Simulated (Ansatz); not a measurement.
# SnO2 (I4_1/amd): relaxation of cell and ions in Python

What cell does SnO2 (I4_1/amd) relax to? Aim: a relaxation of cell and ions, for SnO2 (I4_1/amd), run from a script.

All numbers are computed with Ansatz 0.2.0 through its Python package. Level of theory: DFT LDA, plane waves, PAW.

### 1 Starting point

It takes space group I4_1/amd (No. 141, tetragonal). The conventional cell has a = 4.000 Å, b = 4.000 Å, c = 10.247 Å, α = 90.00°, β = 90.00°, γ = 90.00°. Around Sn (site symmetry -4m2) lie 6 O at 2.06 to 2.09 Å. O (site symmetry 2mm) has 3 Sn at 2.06 to 2.09 Å as nearest neighbours.

No structure file is read: the coordinates are typed or built in the script.

### 2 The code

vcrelax_sno2.py reads:

```python
"""Variable-cell relaxation of SnO2."""

import warnings

import ansatz as az
from ase import Atoms
from ase.neighborlist import neighbor_list
import matplotlib.pyplot as plt
import numpy as np

def edges_and_angles(cell):
    cell = np.asarray(cell)
    a, b, c = np.linalg.norm(cell, axis=1)
    cosines = cell[1] @ cell[2] / (b * c), cell[0] @ cell[2] / (a * c), cell[0] @ cell[1] / (a * b)
    return (a, b, c, *np.degrees(np.arccos(cosines)))

warnings.simplefilter("ignore", az.DeckWarning)

cell = (
    az.Lattice.of((-2.000069, 2.000069, 5.123679), (2.000069, -2.000069, 5.123679), (2.000069, 2.000069, -5.123679))
    .atom("Sn", (0.75, 0.25, 0.5))
    .atom("Sn", (0.0, 0.0, 0.0))
    .atom("O", (0.796523, 0.796523, 0.0))
    .atom("O", (0.953477, 0.453477, 0.5))
    .atom("O", (0.203477, 0.203477, 0.0))
    .atom("O", (0.546523, 0.046523, 0.5))
)

# every cell quantity that the symmetry leaves free
model = (
    cell.calculation()
    .functional("lda")
    .scf(tolerance=1e-09)
    .basis(470)
    .occupations("Fixed")
    .kpoints(8, 8, 8)
    .relax(cell=True, stress_tolerance=0.05)
    .density()
)
steps = []


def collect(event):
    if event["event"] == "relax_step":
        steps.append(event["data"])


result = model.session().plan().execute(on_event=collect)
summary = result.report
for s in steps:
    flag = "" if s["accepted"] else "  (rejected)"
    print("step %2d  E = %.5f eV  largest force component = %.4f eV/A%s" % (s["step"], s["lagrangian_ev"], s["allowed_force_max_ev_ang"], flag))

first, last = steps[0], steps[-1]
symbols = [site.symbol for site in result.lattice.sites]
print(f"energy gained {first['lagrangian_ev'] - last['lagrangian_ev']:.4f} eV in {len(steps) - 1} steps")
for label, vectors in (("before", first["cell_ang"]), ("after", result.lattice.cell_ang)):
    print(label, "a b c (A) {:.4f} {:.4f} {:.4f}  angles {:.2f} {:.2f} {:.2f}".format(*edges_and_angles(vectors)), f" V = {abs(np.linalg.det(vectors)):.3f} A^3")
print("final stress xx yy zz (GPa, compression positive):", np.round(np.diag(summary["stress_gpa"]), 3) + 0.0)

fig, (top, bottom) = plt.subplots(2, 1, sharex=True, figsize=(4.5, 4))
top.plot([s["lagrangian_ev"] - last["lagrangian_ev"] for s in steps], "o-")
top.set_ylabel("E - E(final) (eV)")
bottom.semilogy([max(s["allowed_force_max_ev_ang"], 1e-6) for s in steps], "s-")
bottom.set(xlabel="step", ylabel="largest force (eV/A)")
fig.tight_layout()
fig.savefig("relax.png", dpi=100)

print("relaxed fractional positions")
for site in result.lattice.sites:
    print(f"  {site.symbol:2s}", " ".join(f"{v % 1:8.5f}" for v in np.round(site.position_frac, 5)))

change = np.array(last["positions_ang"]) @ np.linalg.inv(last["cell_ang"]) - np.array(first["positions_ang"]) @ np.linalg.inv(first["cell_ang"])
moved = np.linalg.norm(change @ np.array(last["cell_ang"]), axis=1)
print("displacement within the cell, strain taken out (A):", " ".join(f"{s}:{d:.3f}" for s, d in zip(symbols, moved)))

final = Atoms(symbols, positions=last["positions_ang"], cell=result.lattice.cell_ang, pbc=True)
i, j, d = neighbor_list("ijd", final, 4.5)
print("neighbours within 1.1 times the shortest distance of each atom (A)")
for atom in range(len(final)):
    near = [m for m in np.argsort(d) if i[m] == atom]
    shell = [m for m in near if d[m] < 1.1 * d[near[0]]]
    print(f"{symbols[atom]}{atom} ({len(shell)}):", ", ".join(f"{symbols[j[m]]} {d[m]:.3f}" for m in shell))

for key in ("converged", "n_iterations", "n_electrons", "n_kpoints", "n_pw", "n_symmetry_ops", "free_energy_ev", "fermi_energy_ev"):
    print(f"{key:18s} {summary[key]}")

rho = result.density()
total = sum(ch.density_e_per_ang3 for ch in rho.channels[:2]) if len(rho.channels) < 3 else rho.channels[0].density_e_per_ang3
print("grid", rho.dims, "electrons", round(float(total.mean() * rho.cell_volume_ang3), 4))
profile = total.mean(axis=(1, 2))
print("planar average along grid axis 0 (e/A^3):")
print(np.array2string(profile[:: max(len(profile) // 16, 1)], precision=4))
```

### 3 Launch

Command:

```
$ python vcrelax_sno2.py
```

Log:

```text
step  1  E = -13979.84135 eV  largest force component = 0.1935 eV/A
step  2  E = -13979.86532 eV  largest force component = 0.0099 eV/A
step  3  E = -13979.86546 eV  largest force component = 0.0002 eV/A
step  4  E = -13979.86386 eV  largest force component = 0.0001 eV/A
energy gained 0.0225 eV in 3 steps
before a b c (A) 5.8526 5.8526 5.8526  angles 140.03 140.03 57.80  V = 81.985 A^3
after a b c (A) 5.8144 5.8144 5.8144  angles 140.05 140.05 57.77  V = 80.331 A^3
final stress xx yy zz (GPa, compression positive): [-0.028 -0.028 -0.041]
relaxed fractional positions
  Sn  0.75000  0.25000  0.50000
  Sn  0.00000  0.00000  0.00000
  O   0.79702  0.79702  0.00000
  O   0.95298  0.45298  0.50000
  O   0.20298  0.20298  0.00000
  O   0.54702  0.04702  0.50000
displacement within the cell, strain taken out (A): Sn:0.000 Sn:0.000 O:0.005 O:0.005 O:0.005 O:0.005
neighbours within 1.1 times the shortest distance of each atom (A)
Sn0 (6): O 2.043, O 2.043, O 2.043, O 2.043, O 2.067, O 2.067
Sn1 (6): O 2.043, O 2.043, O 2.043, O 2.043, O 2.067, O 2.067
O2 (3): Sn 2.043, Sn 2.043, Sn 2.067
O3 (3): Sn 2.043, Sn 2.043, Sn 2.067
O4 (3): Sn 2.043, Sn 2.043, Sn 2.067
O5 (3): Sn 2.043, Sn 2.043, Sn 2.067
converged          True
n_iterations       4
n_electrons        52.0
n_kpoints          59
n_pw               1853
n_symmetry_ops     16
free_energy_ev     -13979.863859956748
fermi_energy_ev    6.884193288173172
grid (45, 45, 45) electrons 52.0
planar average along grid axis 0 (e/A^3):
[1.0286 0.8928 0.7106 0.5757 0.4941 0.4224 0.3374 0.2539 0.2039 0.2074
 0.2631 0.3485 0.432  0.5029 0.5889 0.732  0.9147 1.0376 1.0469 1.0093
 1.0005 1.0331 1.0527]
```

Wall time 38 s (1 thread of Arm Neoverse V1, shared host); peak memory 0.58 GiB.

### 4 Size and end state of the run

From the engine's report, whether the script printed it or not:

```tsv
item	value
SCF cycles in all	25
k-points solved	59
plane waves	1853
bands	32
valence electrons	52
free energy (eV)	-13979.86386
Fermi level (eV)	6.884
lowest empty less highest filled level on the mesh, by band count (eV)	1.731
pressure (GPa; positive when compressed)	-0.03
```

### 5 The relaxation, step by step

Step by step:

| step | E - E(step 1) (eV/cell) | largest force component (eV/Å) | pressure (GPa) | volume (Å³) |
| --- | --- | --- | --- | --- |
| 1 | 0.0000 | 0.1935 | -3.89 | 81.98 |
| 2 | -0.0240 | 0.0099 | -0.19 | 80.41 |
| 3 | -0.0241 | 0.0002 | 0.01 | 80.33 |
| 4 | -0.0225 | 0.0001 | -0.03 | 80.33 |

Step 1 is the start. Step 4 repeats the geometry before it on a plane-wave basis chosen anew for that cell, so its energy need not be comparable with the rows above.

Lengths and angles in the start's conventional setting:

|  | before | after | change |
| --- | --- | --- | --- |
| a (Å) | 4.000 | 3.972 | -0.7 % |
| b (Å) | 4.000 | 3.972 | -0.7 % |
| c (Å) | 10.247 | 10.182 | -0.6 % |
| volume (Å³/atom) | 13.66 | 13.39 | -2.0 % |
| shortest distance (Å) | 2.056 | 2.043 | -0.6 % |
| space group (0.01 Å) | I4_1/amd | I4_1/amd | same |

The run keeps the 16 symmetry operations of the start, so it could not have lowered the symmetry.

### 6 The same input on the command line

The engine's input of that run, saved to a file, gives the whole log.

input.yaml reads:

```yaml
crystal:
  lattice:
    - [-2.000069, 2.000069, 5.123679]
    - [2.000069, -2.000069, 5.123679]
    - [2.000069, 2.000069, -5.123679]
  atoms:
    - { symbol: Sn, position: [0.75, 0.25, 0.5] }
    - { symbol: Sn, position: [0.0, 0.0, 0.0] }
    - { symbol: O, position: [0.796523, 0.796523, 0.0] }
    - { symbol: O, position: [0.953477, 0.453477, 0.5] }
    - { symbol: O, position: [0.203477, 0.203477, 0.0] }
    - { symbol: O, position: [0.546523, 0.046523, 0.5] }
basis:
  ecutwfc: 470.0
kpoints:
  mp_grid: { grid: [8, 8, 8] }
hamiltonian:
  xc: lda
scf:
  convergence: { dr2_threshold: 1.0e-09 }
  occupations: { method: fixed }
relax:
  cell: { stress_tol: 0.05 }
output:
  write_density: true
```

Command:

```
$ ansatz run input.yaml --threads 1 --pin off --max-ram 3072MiB --backend cpu --events-out ev --progress --plain --runs-dir out
```

Log (excerpt; [...] marks lines left out):

```text
Warning: relax.cell: scf.convergence.dr2_threshold = 1e-9 eV is looser than the 6e-10 eV advised for a relaxation that steers and ends on the stress (1e-10 eV for each atom of the cell: 6). What an SCF threshold leaves in a stress goes as its square root, and in the free energy as the [...]
Warning: RAYON_NUM_THREADS=1 ignored (pool sized by the plan → 1); use --threads N
[...]
Pseudopotentials: kind: paw
Pseudopotential: Sn, paw, valence charge 14, recommended cutoff 420 eV (normal), Sn.paw.azcp
Pseudopotential: O, paw, valence charge 6, recommended cutoff 420 eV (normal), O.paw.azcp
Functional definition: SPW92
[...]
Crystal: 6 atoms, lattice volume = 81.985 Å³
Basis set: ecut = 470 eV, 1903 PW (Γ)
Bands: 32, of which v1, the nominal top of the filled ones, is band 26 counted from 1 (25 counted from 0)
Symmetry: 16 space group operations
Space group: I41/amd (ITA 141), of the structure as read, at distance tolerance 4.3e-5 Å
k-points: 59 of 512
[...]
  atom   6  O      0.00000000     0.00000000     0.00008566
[...]
--- Stress (GPa, compression-positive) ---
       -0.027896       0.000000      -0.000000
        0.000000      -0.027896       0.000000
       -0.000000       0.000000      -0.040549
  P = ⅓ Tr σ = -0.0321 GPa (-0.321 kbar)
--- Relaxed structure (3 steps of the walk, 3 accepted, 1 SCFs on fresh bases) ---
  F+E_penalty+E_count = -13979.86385996 eV   max|allowed force component| = 8.566e-5 eV/Å   (the final SCF, on the basis selected at the relaxed cell)
  cell:  # Å, volume = 80.3313 Å³
    - [-1.9861492229423638, 1.9861492229423638, 5.090979045440323]
    - [1.9861492229423638, -1.9861492229423638, 5.090979045440323]
    - [1.9861492229423638, 1.9861492229423638, -5.090979045440323]
  atoms:
    - { symbol: Sn, position: [0.75, 0.25, 0.5] }
    - { symbol: Sn, position: [-4.408462212428843e-22, -4.408462212428744e-22, -1.0727974993367472e-35] }
    - { symbol: O, position: [0.7970178877320979, 0.7970178877320979, -2.4004689935788612e-35] }
    - { symbol: O, position: [0.9529821122679019, 0.45298211226790186, 0.5] }
    - { symbol: O, position: [0.20298211226790194, 0.20298211226790194, -9.819895306925203e-37] }
    - { symbol: O, position: [0.547017887732098, 0.04701788773209805, 0.5] }
```

Run time: 37 s. Hardware: 1 thread of Arm Neoverse V1, shared host; peak memory 0.43 GiB.

Script and command line differ by 0.000 meV in the energy.

### 7 Summary of results

| quantity | value |
| --- | --- |
| free energy | -13979.8639 eV (-2329.9773 eV/atom) |
| moves of the relaxation | 2 |
| energy gained (ahead of the last change of basis) | 4.0 meV/atom |
| last largest force component | 0.0001 eV/Å |
| relaxed conventional cell | a = 3.972 Å, b = 3.972 Å, c = 10.182 Å, α = 90.00°, β = 90.00°, γ = 90.00° |
| space group at the end | I4_1/amd |

In words: The volume shrank by 2.0 % over 2 moves, and the space group stayed I4_1/amd. What to keep in mind:
- The zero of the levels is a convention of the potentials, so an absolute Fermi energy is no work function.
- Energies along a relaxation are free energies. Rows at an unchanged volume are solved on a plane-wave basis chosen afresh for that cell, so the energy jumps there and such rows are no steps of the walk.
- The program warned that this SCF threshold is loose for forces or stresses.
- Edges and angles that the script prints are those of the cell as typed, here a primitive one.
- The fields are valence quantities on the plane-wave grid; their values near the nuclei depend on the potentials.
- This cell is a computed structure, which may not be the phase found in nature.
- The script silences the warnings on its input, which a real study should read.
